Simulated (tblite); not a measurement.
# C6H15Ga: the cost of one run

Programs: tblite 0.8.0 and PySCF 2.14.0, with density-fitted response routines of our own. Each step states its level of theory. These are calculated values for one molecule in the gas phase, unless marked as measured. Atoms are numbered from 0 throughout.

## 1. Starting geometry

22 atoms, charge 0, multiplicity 1; geometry from: force field or distance geometry start.

Bonds of the start (Å): C0–C1 1.53, C1–C2 1.52, C2–C3 1.50, C3–C4 1.53, C4–C5 1.49, C5–Ga6 2.17, C0–H7 1.12, C0–H8 1.09, C0–H9 1.12, C1–H10 1.11, C1–H11 1.09, C2–H12 1.11, C2–H13 1.12, C3–H14 1.08, C3–H15 1.14, C4–H16 1.11, C4–H17 1.11, C5–H18 1.10, C5–H19 1.11, Ga6–H20 1.60, Ga6–H21 1.67.

## 2. Geometry optimisation with GFN2-xTB

Job settings and geometry (Å):

```
{"job": {"kind": "relax", "xc": "GFN2-xTB", "basis": "xTB"}, "charge": 0, "multiplicity": 1}
C     -3.425600     0.128400     0.311300
C     -2.132700     0.906900     0.081000
C     -1.092400    -0.173800    -0.151600
C      0.288600     0.339300    -0.412900
C      1.134500    -0.922800    -0.615400
C      2.568000    -0.621700    -0.892600
Ga     3.296100     0.445600     0.850100
H     -3.324900    -0.775500    -0.338000
H     -4.320800     0.718500     0.102200
H     -3.372500    -0.251600     1.359800
H     -1.965000     1.484900     1.018900
H     -2.295800     1.563900    -0.776900
H     -1.462800    -0.770200    -1.012000
H     -1.049700    -0.911300     0.687100
H      0.405300     1.001400    -1.257400
H      0.660500     0.866400     0.522900
H      0.641800    -1.462900    -1.453000
H      0.976400    -1.559200     0.282200
H      2.722600     0.112900    -1.701900
H      3.185400    -1.536400    -1.039000
H      3.970300     1.892600     0.914100
H      4.582200    -0.455800     1.419500
```

On the command line:

```bash
$ OMP_NUM_THREADS=1 python probes_run.py task.json out
```

The driver reads the jobs from task.json and runs them one after another.

**Question.** How long does this first job take on 1 thread of Arm Neoverse N1, shared host?

About 2.3 s.
